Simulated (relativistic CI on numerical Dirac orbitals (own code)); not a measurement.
# Hf: one ion under different settings

Aim: see what numerical and physical settings do to the SCF, the total energy and the lowest levels of Hf.

The numbers are computed with relativistic CI on numerical Dirac orbitals (own code) version 3 (Dirac-Coulomb-Breit CI, KLI orbitals optimised for each configuration, model QED (radiative potential, 1s self-energy scaled to tabulated hydrogen-like ionisation energies), numerical settings as typed), except any that are marked as measured or tabulated.

**1. What is computed**

* ion: Hf (Hf I)
* nuclear charge: 72
* electrons: 72
* isotope: A = 180

**2. Usual settings**

Settings, as recorded:

```ini
atom Hf  Z=72  charge=0  electrons=72
nucleus A=180  rms_radius_fm=5.3470
hamiltonian dirac-coulomb  breit=on  qed=on  c_scale=1
orbitals kli  potential=per-configuration
slater_scale 1
correlation none
mixing on
grid step=0.0125 r_max=259.4
scf mixing=0.4 start=green max_iterations=150 tolerance=2e-08 node_fill=0.05
configurations
  [Xe] 4f14 5d2 6s2
end
```

Run with:

```console
$ python run_levels.py task.json out
```

The settings of every run stand in task.json; they run in order.

**3. End of the grid 778.2**

Changes to the settings of step 2:

```diff
@@ -7,3 +7,3 @@
 mixing on
-grid step=0.0125 r_max=259.4
+grid step=0.0125 r_max=778.2
 scf mixing=0.4 start=green max_iterations=150 tolerance=2e-08 node_fill=0.05
```

**4. Start potential thomas-fermi**

Changes to the settings of step 3:

```diff
@@ -7,4 +7,4 @@
 mixing on
-grid step=0.0125 r_max=778.2
-scf mixing=0.4 start=green max_iterations=150 tolerance=2e-08 node_fill=0.05
+grid step=0.0125 r_max=259.4
+scf mixing=0.4 start=thomas-fermi max_iterations=150 tolerance=2e-08 node_fill=0.05
 configurations
```

**5. Start potential thomas-fermi, Slater scale 0.5, grid step 0.03**

Changes to the settings of step 4:

```diff
@@ -4,6 +4,6 @@
 orbitals kli  potential=per-configuration
-slater_scale 1
+slater_scale 0.5
 correlation none
 mixing on
-grid step=0.0125 r_max=259.4
+grid step=0.03 r_max=259.4
 scf mixing=0.4 start=thomas-fermi max_iterations=150 tolerance=2e-08 node_fill=0.05
```

**6. Slater scale 0.6**

Settings, as recorded:

```ini
atom Hf  Z=72  charge=0  electrons=72
nucleus A=180  rms_radius_fm=5.3470
hamiltonian dirac-coulomb  breit=on  qed=on  c_scale=1
orbitals kli  potential=per-configuration
slater_scale 0.6
correlation none
mixing on
grid step=0.0125 r_max=259.4
scf mixing=0.4 start=green max_iterations=150 tolerance=2e-08 node_fill=0.05
configurations
  [Xe] 4f14 5d2 6s2
end
```

**7. Nuclear radius 53.47**

Settings, as recorded:

```ini
atom Hf  Z=72  charge=0  electrons=72
nucleus A=180  rms_radius_fm=53.4700
hamiltonian dirac-coulomb  breit=on  qed=on  c_scale=1
orbitals kli  potential=per-configuration
slater_scale 1
correlation none
mixing on
grid step=0.0125 r_max=259.4
scf mixing=0.4 start=green max_iterations=99 tolerance=2e-08 node_fill=0.05
configurations
  [Xe] 4f14 5d2 6s2
end
```

**8. Tolerance 0.3**

Settings, as recorded:

```ini
atom Hf  Z=72  charge=0  electrons=72
nucleus A=180  rms_radius_fm=5.3470
hamiltonian dirac-coulomb  breit=on  qed=on  c_scale=1
orbitals kli  potential=per-configuration
slater_scale 1
correlation none
mixing on
grid step=0.0125 r_max=259.4
scf mixing=0.4 start=green max_iterations=59 tolerance=0.3 node_fill=0.05
configurations
  [Xe] 4f14 5d2 6s2
end
```

(Steps that only read results are left out.)

Q: Predict the outcome of this session. Wanted: lowest level, usual settings; total energy; first excitation.

**Answer**, as computed:

| setting | total energy less usual (Ha) | largest shift of a level among the lowest eight of both runs, same label and place (cm⁻¹) | SCF iterations | time | lowest level | kind of change |
| --- | --- | --- | --- | --- | --- | --- |
| usual | 0 | 0 | 13 | 0.23 s | 5d2 3F2 | - |
| end of the grid 778.2 | 0 | 0 | 13 | 0.23 s | 5d2 3F2 | numerical |
| start potential thomas-fermi | 0 | 0 | 13 | 0.22 s | 5d2 3F2 | numerical |
| start potential thomas-fermi, Slater scale 0.5, grid step 0.03 | 0.0108 | 4630 | 13 | 0.1 s | 5d2 3F2 | model term |
| Slater scale 0.6 | 0.00831 | 3740 | 13 | 0.22 s | 5d2 3F2 | model term |
| nuclear radius 53.47 | 87.5 | 119 | 13 | 0.22 s | 5d2 3F2 | unsound |
| tolerance 0.3 | 0.411 | 558 | 3 | 0.15 s | 5d2 3F2 | unsound |

| quantity | value |
| --- | --- |
| lowest level, usual settings | 5d2 3F2 |
| total energy | -15062.5381 Ha |
| first excitation | 1816.0 cm⁻¹ |

What this shows: Among the runs whose levels can be followed, they move most under «start potential thomas-fermi, Slater scale 0.5, grid step 0.03» (model term), by up to 4630 cm⁻¹. No visible change in the result comes from «end of the grid 778.2» or «start potential thomas-fermi». Only the listed configurations are in the model. In a near-neutral ion this small CI can misplace whole configurations by 10,000 cm⁻¹ or more, above all where the count of f electrons changes.
